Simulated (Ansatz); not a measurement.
# SiF3 (trifluorosilyl) at UPBE0/aug-cc-pVDZ

Aim: the energy change on altering one bond length of SiF3 (trifluorosilyl) at UPBE0/aug-cc-pVDZ, from 2 runs. 

The calculation is run with Ansatz 0.2.0.

20 further runs of the same task are left out: 20 set aside as unsound or not needed.

## Step 1: The structure to begin with

SiF3: 4 atoms, total charge 0, spin state doublet. SMILES: `F[Si](F)F`. The shape is that of a PBE0-D4/def2-TZVP optimisation.

Bond lengths: F1–Si2 1.581 Å, Si2–F3 1.581 Å, Si2–F4 1.581 Å. Angles: F1–Si2–F3 107.9°, F1–Si2–F4 107.9°, F3–Si2–F4 107.9°.

## Step 2: A single-point energy at UPBE0/aug-cc-pVDZ

File molecule.yaml:

```yaml
crystal:
  periodic: [false, false, false]
  atoms:
    - {symbol: F, position_ang: [0.784850, -0.507040, 1.151700]}
    - {symbol: Si, position_ang: [-0.282750, 0.213060, 0.234280]}
    - {symbol: F, position_ang: [-0.994260, -0.892250, -0.644340]}
    - {symbol: F, position_ang: [0.492160, 1.186230, -0.741640]}
basis:
  gaussian:
    orbitals: aug-cc-pVDZ
magnetization:
  spin_polarized: true
  initial_magnetization: 1
hamiltonian:
  xc: {name: PBE0}
accuracy: high
output: {orbitals: {seedname: orbitals}}
```

On the command line:

```
ansatz run molecule.yaml --threads 1 --pin off --max-ram 3480MiB --events-out events.jsonl --progress --plain --runs-dir runs
```

The program printed:

```text
Warning: RAYON_NUM_THREADS=1 ignored (pool sized by the plan → 1); use --threads N
Functional definition: PBE0
  name "PBE0"
  parameter a = 0.25
  parameter kappa = 0.804
  parameter beta = 0.06672455060314922
  exchange = (1 - a)*pbe_x(kappa = kappa, mu = beta*pi^2/3) + a*exact_x
  correlation = pbe_c(beta = beta)
1923 factors; integrals over basis functions are off by at most 3.1e-9 eV
mean field evaluation 1: about -16017.2301 eV, gradient 3.6e1 eV
mean field evaluation 2: about -16011.9703 eV, gradient 5.6e1 eV
mean field evaluation 4: about -16021.1972 eV, gradient 3.2e-1 eV
mean field evaluation 8: about -16021.3122 eV, gradient 6.9e-3 eV
mean field evaluation 16: about -16021.3122 eV, gradient 4.1e-6 eV
mean field -16021.31217260 eV, -588.7723627076 hartree, gradient 2.1e-8 eV, S^2 0.751094; 0 other end points of the search recorded, 0 dependent functions left out
reference -16021.31217628 eV, -588.7723628428 hartree; 21, 20 occupied and 75, 76 virtual orbitals, 1923 factors
Total energy: -16021.31217628 eV, -588.7723628428 hartree
```

It took 13 s on 1 thread of Arm Neoverse V1, shared host; peak memory 0.42 GiB.

## Step 3: The distorted shape, same level

File job.yaml:

```yaml
crystal:
  periodic: [false, false, false]
  atoms:
    - {symbol: F, position_ang: [0.944990, -0.615055, 1.289313]}
    - {symbol: Si, position_ang: [-0.282750, 0.213060, 0.234280]}
    - {symbol: F, position_ang: [-0.994260, -0.892250, -0.644340]}
    - {symbol: F, position_ang: [0.492160, 1.186230, -0.741640]}
basis:
  gaussian:
    orbitals: aug-cc-pVDZ
magnetization:
  spin_polarized: true
  initial_magnetization: 1
hamiltonian:
  xc: pbe0
accuracy: high
output: {orbitals: {seedname: orbitals}}
```

On the command line:

```
ansatz run job.yaml --threads 1 --pin off --max-ram 3480MiB --events-out events.jsonl --progress --plain --runs-dir runs
```

The program printed:

```text
Warning: RAYON_NUM_THREADS=1 ignored (pool sized by the plan → 1); use --threads N
[... 7 set-up lines as earlier in the session ...]
1928 factors; integrals over basis functions are off by at most 3.1e-9 eV
mean field evaluation 1: about -16016.4409 eV, gradient 3.7e1 eV
mean field evaluation 2: about -16007.6782 eV, gradient 6.5e1 eV
mean field evaluation 4: about -16020.8157 eV, gradient 2.6e0 eV
mean field evaluation 8: about -16020.9435 eV, gradient 1.3e-1 eV
mean field evaluation 16: about -16020.9436 eV, gradient 7.8e-5 eV
mean field -16020.94355431 eV, -588.7588162354 hartree, gradient 5.4e-8 eV, S^2 0.751705; 0 other end points of the search recorded, 0 dependent functions left out
reference -16020.94355796 eV, -588.7588163695 hartree; 21, 20 occupied and 75, 76 virtual orbitals, 1928 factors
Total energy: -16020.94355796 eV, -588.7588163695 hartree
```

It took 12 s on 1 thread of Arm Neoverse V1, shared host; peak memory 0.41 GiB.

## Step 4: Results

At UPBE0/aug-cc-pVDZ:

| quantity | value |
| --- | --- |
| first shape: total energy | -588.77236 Eh |
| first shape: HOMO energy (highest over α and β) | -8.00 eV |
| first shape: LUMO energy (lowest over α and β) | -3.58 eV |
| first shape: ⟨S²⟩ | 0.751 |
| distorted shape: total energy | -588.75882 Eh |
| distorted shape: HOMO energy (highest over α and β) | -8.51 eV |
| distorted shape: LUMO energy (lowest over α and β) | -4.21 eV |
| distorted shape: ⟨S²⟩ | 0.752 |
| energy change with the F1–Si2 bond stretched from 1.581 to 1.818 Å | 0.369 eV |

What this shows: With the F1–Si2 bond stretched from 1.581 to 1.818 Å the energy rises by 0.37 eV (35.6 kJ/mol). The first shape isn't relaxed at this level, so the change isn't measured from a minimum.
